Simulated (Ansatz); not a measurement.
# TiPd (Pmma) in Ansatz: further runs

One crystal, TiPd, is run at these levels: PBEsol; tasks: single point.

All numbers are computed with Ansatz 0.2.0; they aren't measurements. Logs are shortened: lines on timing, memory, paths and dates and some standing lists are left out, and cuts for length are marked.

## 1. The crystal as given

The structure is orthorhombic, space group Pmma (No. 51). Conventional cell: a = 4.570 Å, b = 2.775 Å, c = 4.876 Å, α = 90.00°, β = 90.00°, γ = 90.00°. Around Pd (site symmetry mm2) lie 8 Ti at 2.73 to 2.87 Å and 4 Pd at 2.78 to 2.92 Å. Ti (site symmetry mm2) has 8 Pd at 2.73 to 2.87 Å and 4 Ti at 2.78 to 3.02 Å as nearest neighbours.

The cell comes from a database or a generator and needn't be the stable form of this composition.

## 2. Single point, PBEsol, 14.53 Å³/atom (volume scaled by 0.94)

The input, input.yaml:

```yaml
crystal:
  lattice:
    - [4.4771511526, 0.0, 0.0]
    - [0.0, 2.7184396046, 0.0]
    - [0.0, 0.0, 4.7762476306]
  atoms:
    - { symbol: Pd, position: [0.75, 0.5, 0.81339552] }
    - { symbol: Pd, position: [0.25, 0.5, 0.18660448] }
    - { symbol: Ti, position: [0.75, 0.0, 0.29752214] }
    - { symbol: Ti, position: [0.25, 0.0, 0.70247786] }
kpoints:
  mp_grid: { grid: [6, 10, 6] }
scf:
  occupations: { method: fermi_dirac, width: 0.05 }
hamiltonian:
  xc: pbesol
  pseudopotentials: { kind: all_electron, lapw: { basis_error: 0.001 } }
output:
  forces: true
  stress: true
  eigenvalues: true
```

Potentials or basis: all-electron LAPW, scalar-relativistic.

Launch:

```
ansatz run input.yaml --threads 2 --pin off --max-ram 8192MiB --backend cpu --events-out ev --progress --plain --runs-dir out
```

Log:

```text
Warning: RAYON_NUM_THREADS=2 ignored (pool sized by the plan → 2); use --threads N
LAPW: plane waves up to 8.480 Å⁻¹, error target 1.0e-3 eV per atom; small_component_spin mean_spin; Ti in spheres of 1.313 Å, 12 of its electrons in bands, Dirac shells []; Pd in spheres of 1.359 Å, 28 of its electrons in bands, Dirac shells [] (how accurate: hamiltonian.pseudopotentials.lapw.basis_error, Limitations)
Engine: ansatz 0.2.0, aarch64-unknown-linux-gnu
Pseudopotentials: kind: all_electron
Pseudopotential: Pd, LAPW, valence charge 28, lapw/all_electron/scalar/gaussian/Pd, Koelling and Harmon's equation, gaussian nucleus
Pseudopotential: Ti, LAPW, valence charge 12, lapw/all_electron/scalar/gaussian/Ti, Koelling and Harmon's equation, gaussian nucleus
Functional definition: PBEsol
  exchange = pbesol_x
  correlation = pbesol_c
Crystal: 4 atoms, lattice volume = 58.131 Å³
Basis set: ecut = 273.973580932248 eV, 603 PW (Γ), exchange–correlation at level 2
Bands: 48, of which v1, the nominal top of the filled ones, is band 40 counted from 1 (39 counted from 0)
Symmetry: 8 space group operations
Space group: Pmma (ITA 51), of the structure as read, at distance tolerance 3.9e-5 Å
k-points: 96 of 360
Non-local potential: Pd, projectors of the file, none
Non-local potential: Ti, projectors of the file, none
Initial density: superposition of atomic densities (chi_scale 0.1, normalization cell, long waves kept (reshape's long-wave potential 0.00 eV rms))
Initial wavefunctions: plane waves of lowest kinetic energy (no species holds an atomic orbital)
Functional: x = pbesol(κ = 0.804, μ = 0.12345679012345678), c = pbesol(β = 0.046)
iter 1 solved again at ethr=6.77e-2 eV; its pass at ethr=1.00e-1 eV (dr2=5.42e1 eV) is discarded
SCF iter   1: F=—  HF=-320910.625783 eV  |F-HF|=—  |Δ(HF+E_count)|=         —  Δρ=2.07e-1  dr2=5.42e1  ethr=6.77e-2  ⟨swp⟩=2.0  Hψ=29861  notcnv=0
preconditioner: auto → Kerker (q_TF=auto, 2.877 Å⁻¹)  [metal: Δε(μ)=0.003 eV  Ē_g=4.253 eV  σ=0.050 eV  W_gap=0.02  n_scr=22 (ndim 8)  ℏωp=25.8 eV  f_vac=0.000  D(μ)=6.08/eV (n_scr^D=74)]
SCF iter   2: F=—  HF=-320939.108012 eV  |F-HF|=—  |Δ(HF+E_count)|=    2.85e1  Δρ=1.62e-1  dr2=3.10e1  ethr=6.77e-2  ⟨swp⟩=2.9  Hψ=13898  notcnv=0
SCF iter   3: F=—  HF=-320904.797416 eV  |F-HF|=—  |Δ(HF+E_count)|=    3.43e1  Δρ=8.77e-2  dr2=8.82e0  ethr=3.87e-2  ⟨swp⟩=2.1  Hψ=13640  notcnv=0
SCF iter   4: F=—  HF=-320899.144944 eV  |F-HF|=—  |Δ(HF+E_count)|=    5.65e0  Δρ=4.01e-2  dr2=2.18e0  ethr=1.10e-2  ⟨swp⟩=2.9  Hψ=13956  notcnv=0
SCF iter   5: F=—  HF=-320898.635381 eV  |F-HF|=—  |Δ(HF+E_count)|=         —  Δρ=2.62e-2  dr2=9.30e-1  ethr=2.72e-3  ⟨swp⟩=2.0  Hψ=13847  notcnv=0
the basis was enlarged: its passes take 881.3 KiB over the memory plan, 2 of 2 planned eigensolver slots
SCF iter   6: F=—  HF=-320898.432538 eV  |F-HF|=—  |Δ(HF+E_count)|=   2.03e-1  Δρ=9.17e-3  dr2=1.13e-1  ethr=1.16e-3  ⟨swp⟩=2.0  Hψ=14365  notcnv=0
SCF iter   7: F=—  HF=-320898.419001 eV  |F-HF|=—  |Δ(HF+E_count)|=   1.35e-2  Δρ=7.58e-3  dr2=7.95e-2  ethr=1.42e-4  ⟨swp⟩=2.0  Hψ=13949  notcnv=0
iter 8 solved again at ethr=8.32e-6 eV; its pass at ethr=9.94e-5 eV (dr2=6.66e-3 eV) is discarded
SCF iter   8: F=—  HF=-320898.401245 eV  |F-HF|=—  |Δ(HF+E_count)|=   1.78e-2  Δρ=2.21e-3  dr2=6.65e-3  ethr=8.32e-6  ⟨swp⟩=2.0  Hψ=23469  notcnv=0
SCF iter   9: F=—  HF=-320898.400248 eV  |F-HF|=—  |Δ(HF+E_count)|=   9.97e-4  Δρ=1.25e-3  dr2=2.07e-3  ethr=8.31e-6  ⟨swp⟩=2.0  Hψ=13948  notcnv=0
SCF iter  10: F=—  HF=-320898.399749 eV  |F-HF|=—  |Δ(HF+E_count)|=   4.99e-4  Δρ=2.07e-4  dr2=5.31e-5  ethr=2.59e-6  ⟨swp⟩=2.0  Hψ=13948  notcnv=0
SCF iter  11: F=—  HF=-320898.399741 eV  |F-HF|=—  |Δ(HF+E_count)|=   7.83e-6  Δρ=7.27e-5  dr2=5.85e-6  ethr=6.64e-8  ⟨swp⟩=2.0  Hψ=13952  notcnv=0
SCF iter  12: F=—  HF=-320898.399740 eV  |F-HF|=—  |Δ(HF+E_count)|=   1.47e-6  Δρ=1.82e-5  dr2=1.51e-7  ethr=7.31e-9  ⟨swp⟩=2.0  Hψ=13950  notcnv=0
SCF iter  13: F=-320898.399740 eV  HF=-320898.399740 eV  |F-HF|=2.12e-8  |Δ(HF+E_count)|=   1.22e-9  Δρ=4.46e-6  dr2=1.57e-8  ethr=1.89e-10  ⟨swp⟩=2.0  Hψ=13950  notcnv=0
SCF 1 converged in 13 iterations: F = -320898.399740 eV  dr2 = 1.57e-8
SCF converged after 13 iterations
Free energy (F): -320898.399740 eV
Harris-Foulkes:  -320898.399740 eV  (|F-HF|=2.12e-8)
Internal energy: -320898.367346 eV  (E = F + TS)
E sigma→0 (E₀):  -320898.383543 eV
Entropy (-TS):   -0.032394 eV (-8.098 meV/atom)
Fermi energy:    19.895230 eV
--- Per-component energies (eV) ---
  E_band       = -6595.500501
  E_kinetic    = 333300.144481
  E_xc         = -9957.104035
  E_electrostatic = -644241.407792  (all electrons and nuclei)
  E_smearing   = -0.032394  (= −TS)
  E_closure    = 0.000000  (closes the sum)
  E_atoms      = -320872.805636  (free atoms, spherical and without spin; not in F)
  Σ components = -320898.399740   (vs F -320898.399740, Δ=0.00e0)
  Basis errors (estimates in eV, not in F): energy 1.8e-4 per atom: plane waves 1.5e-4 (7.7e-5 summed), levels above the bands 4.6e-26, relativity 1.5e-8, radial functions 3.1e-5, core shells 4.3e-7; eigenvalues (radial functions only) 9.7e-7; not estimated: angular momenta, meshes, grids; target (lapw.basis_error) 1.0e-3; muffin-tin radii Ti 1.313 Å, Pd 1.359 Å
--- Forces (eV/Å), atoms counted from 1 ---
  atom   1  Pd     0.00000000     0.00000000    -0.06135362
  atom   2  Pd     0.00000000    -0.00000000     0.06135362
  atom   3  Ti     0.00000000     0.00000000     0.18091998
  atom   4  Ti     0.00000000    -0.00000000    -0.18091998
  max |Σ_I F_I| component: 0.00e0 eV/Å
--- Stress (GPa, compression-positive) ---
        7.664919       0.000000       0.000000
        0.000000       7.119018      -0.000000
        0.000000      -0.000000       7.171587
  P = ⅓ Tr σ = 7.3185 GPa (73.185 kbar)
--- Band table (eV; the first three rows and the last of 96) ---
  k-point 0: bands = ["-305.7693", "-305.7693", "-305.7670", "-305.7670", "-305.7431", "-305.7431", "-305.7419", "-305.7419", "-305.7321", "-305.7321", "-65.3540", "-65.3428", "-36.9049", "-36.8681", "-31.1601", "-31.1092", "-31.0726", "-31.0555", "-30.9550", "-30.9426", "-13.4097", "-13.3837", "-13.2447", "-13.2317", "-12.8146", "-12.7896", "12.2522", "14.2026", "14.2343", "14.4053", "14.4691", "16.3455", "16.6627", "16.8674", "17.2978", "17.3723", "17.3878", "17.9726", "19.1669", "19.6127", "19.8154", "20.1989", "20.4213", "21.9431", "22.5972", "22.6518", "22.7779", "22.8880"]
  k-point 1: bands = ["-305.7693", "-305.7693", "-305.7670", "-305.7670", "-305.7431", "-305.7431", "-305.7419", "-305.7419", "-305.7321", "-305.7321", "-65.3539", "-65.3428", "-36.9051", "-36.8688", "-31.1596", "-31.1076", "-31.0731", "-31.0551", "-30.9549", "-30.9427", "-13.4072", "-13.3818", "-13.2530", "-13.2345", "-12.8147", "-12.7899", "12.4694", "14.2238", "14.3326", "14.5170", "14.5289", "16.2880", "16.6897", "16.9456", "17.0538", "17.3584", "17.4097", "17.6635", "19.0312", "19.5396", "19.7548", "20.0443", "20.3373", "22.2944", "22.4474", "22.5549", "22.6162", "22.6302"]
  k-point 2: bands = ["-305.7693", "-305.7693", "-305.7670", "-305.7670", "-305.7431", "-305.7431", "-305.7419", "-305.7419", "-305.7321", "-305.7321", "-65.3538", "-65.3429", "-36.9056", "-36.8701", "-31.1585", "-31.1043", "-31.0742", "-31.0542", "-30.9546", "-30.9429", "-13.4021", "-13.3765", "-13.2712", "-13.2402", "-12.8151", "-12.7906", "13.0521", "14.2157", "14.4773", "14.6953", "14.8624", "15.9887", "16.4890", "16.7523", "17.0792", "17.1252", "17.2910", "17.4750", "18.8711", "19.4366", "19.6148", "19.9352", "20.1889", "21.3006", "22.1364", "22.3515", "22.5619", "22.9693"]
  k-point 95: bands = ["-305.7693", "-305.7693", "-305.7670", "-305.7670", "-305.7431", "-305.7431", "-305.7419", "-305.7419", "-305.7321", "-305.7321", "-65.3266", "-65.3266", "-36.7977", "-36.7977", "-31.2001", "-31.2001", "-31.1176", "-31.1176", "-31.0300", "-31.0300", "-13.4475", "-13.4475", "-13.3328", "-13.3328", "-13.1559", "-13.1559", "14.0385", "14.0385", "14.7013", "14.7013", "15.3356", "15.3356", "15.6332", "15.6332", "17.7347", "17.7347", "19.9616", "19.9616", "20.8384", "20.8384", "21.0816", "21.0816", "21.3025", "21.3025", "22.5421", "22.5421", "22.5644", "22.5644"]
```

Wall time 61 s (2 threads of Arm Neoverse V1, shared host); peak memory 0.86 GiB.

Results:

```
Free energy            : -320898.3997 eV
Pressure               : 7.3 GPa
Largest force          : 0.181 eV/Å
Band gap on the k mesh : none (metal or under the smearing width)
```

## 3. Single point, PBEsol, 14.84 Å³/atom (volume scaled by 0.96)

input.yaml: that of step 2 with these lines changed.

```diff
@@ -2,5 +2,5 @@
   lattice:
-    - [4.4771511526, 0.0, 0.0]
-    - [0.0, 2.7184396046, 0.0]
-    - [0.0, 0.0, 4.7762476306]
+    - [4.5086814249, 0.0, 0.0]
+    - [0.0, 2.7375841763, 0.0]
+    - [0.0, 0.0, 4.8098842855]
   atoms:
```

Potentials or basis: all-electron LAPW, scalar-relativistic.

Launch:

```
ansatz run input.yaml --threads 2 --pin off --max-ram 8192MiB --backend cpu --events-out ev --progress --plain --runs-dir out
```

It took 57 s on 2 threads of Arm Neoverse V1, shared host; peak memory 0.86 GiB.

Results (log left out):

- Free energy: -320898.4397 eV
- Pressure: 3.1 GPa
- Largest force: 0.110 eV/Å
- Band gap on the k mesh: none (metal or under the smearing width)

## 4. Single point, PBEsol, 15.15 Å³/atom (volume scaled by 0.98)

input.yaml: that of step 3 with these lines changed.

```diff
@@ -2,5 +2,5 @@
   lattice:
-    - [4.5086814249, 0.0, 0.0]
-    - [0.0, 2.7375841763, 0.0]
-    - [0.0, 0.0, 4.8098842855]
+    - [4.5397767622, 0.0, 0.0]
+    - [0.0, 2.7564646638, 0.0]
+    - [0.0, 0.0, 4.8430569496]
   atoms:
```

Launch:

```
ansatz run input.yaml --threads 2 --pin off --max-ram 8192MiB --backend cpu --events-out ev --progress --plain --runs-dir out
```

It took 61 s on 2 threads of Arm Neoverse V1, shared host; peak memory 0.86 GiB.

Results (log left out):

| Quantity | Value |
| --- | --- |
| Free energy | -320898.4488 eV |
| Pressure | -0.7 GPa |
| Largest force | 0.046 eV/Å |
| Band gap on the k mesh | none (metal or under the smearing width) |

## 5. Single point, PBEsol, 15.46 Å³/atom

input.yaml: that of step 4 with these lines changed.

```diff
@@ -2,5 +2,5 @@
   lattice:
-    - [4.5397767622, 0.0, 0.0]
-    - [0.0, 2.7564646638, 0.0]
-    - [0.0, 0.0, 4.8430569496]
+    - [4.57045186, 0.0, 0.0]
+    - [0.0, 2.77508999, 0.0]
+    - [0.0, 0.0, 4.8757813]
   atoms:
```

Launch:

```
ansatz run input.yaml --threads 2 --pin off --max-ram 8192MiB --backend cpu --events-out ev --progress --plain --runs-dir out
```

Run time: 72 s. Hardware: 2 threads of Arm Neoverse V1, shared host; peak memory 0.86 GiB.

The run converged. Its results:

| Item | Value |
| --- | --- |
| Free energy | -320898.4305 eV |
| Pressure | -4.0 GPa |
| Largest force | 0.011 eV/Å |
| Band gap on the k mesh | none (metal or under the smearing width) |

## 6. Single point, PBEsol, 15.77 Å³/atom (volume scaled by 1.02)

input.yaml: that of step 5 with these lines changed.

```diff
@@ -2,5 +2,5 @@
   lattice:
-    - [4.57045186, 0.0, 0.0]
-    - [0.0, 2.77508999, 0.0]
-    - [0.0, 0.0, 4.8757813]
+    - [4.6007206352, 0.0, 0.0]
+    - [0.0, 2.793468605, 0.0]
+    - [0.0, 0.0, 4.9080721834]
   atoms:
```

Potentials or basis: all-electron LAPW, scalar-relativistic.

Launch:

```
ansatz run input.yaml --threads 2 --pin off --max-ram 8192MiB --backend cpu --events-out ev --progress --plain --runs-dir out
```

Run time: 74 s. Hardware: 2 threads of Arm Neoverse V1, shared host; peak memory 0.85 GiB.

Results (log left out):

```yaml
Free_energy: -320898.3878 eV
Pressure: -7.0 GPa
Largest_force: 0.064 eV/Å
Band_gap_on_the_k_mesh: none (metal or under the smearing width)
```

## 7. Single point, PBEsol, 16.08 Å³/atom (volume scaled by 1.04)

input.yaml: that of step 6 with these lines changed.

```diff
@@ -2,5 +2,5 @@
   lattice:
-    - [4.6007206352, 0.0, 0.0]
-    - [0.0, 2.793468605, 0.0]
-    - [0.0, 0.0, 4.9080721834]
+    - [4.6305962817, 0.0, 0.0]
+    - [0.0, 2.8116085198, 0.0]
+    - [0.0, 0.0, 4.9399436751]
   atoms:
```

Launch:

```
ansatz run input.yaml --threads 2 --pin off --max-ram 8192MiB --backend cpu --events-out ev --progress --plain --runs-dir out
```

It took 69 s on 2 threads of Arm Neoverse V1, shared host; peak memory 0.85 GiB.

The run converged. Its results:

```yaml
Free_energy: -320898.3232 eV
Pressure: -9.7 GPa
Largest_force: 0.111 eV/Å
Band_gap_on_the_k_mesh: none (metal or under the smearing width)
```

## 8. Single point, PBEsol, 16.39 Å³/atom (volume scaled by 1.06)

input.yaml: that of step 7 with these lines changed.

```diff
@@ -2,5 +2,5 @@
   lattice:
-    - [4.6305962817, 0.0, 0.0]
-    - [0.0, 2.8116085198, 0.0]
-    - [0.0, 0.0, 4.9399436751]
+    - [4.6600913207, 0.0, 0.0]
+    - [0.0, 2.8295173372, 0.0]
+    - [0.0, 0.0, 4.9714091328]
   atoms:
```

Launch:

```
ansatz run input.yaml --threads 2 --pin off --max-ram 8192MiB --backend cpu --events-out ev --progress --plain --runs-dir out
```

It took 68 s on 2 threads of Arm Neoverse V1, shared host; peak memory 0.85 GiB.

The run converged. Its results:

| Quantity | Value |
| --- | --- |
| Free energy | -320898.2392 eV |
| Pressure | -12.0 GPa |
| Largest force | 0.153 eV/Å |
| Band gap on the k mesh | none (metal or under the smearing width) |

## 9. The reference run

An earlier run on the cell as given: functional PBEsol; potentials or basis all-electron LAPW, scalar-relativistic; cutoff 262 eV (chosen from the basis error); basis error allowed 0.001 eV/atom; k mesh 6 × 10 × 6; occupations fermi-dirac, width 0.05 eV; no spin polarisation.

* Pressure: -4.0 GPa
* Largest force: 0.011 eV/Å
* Band gap on the k mesh: none (metal or under the smearing width)
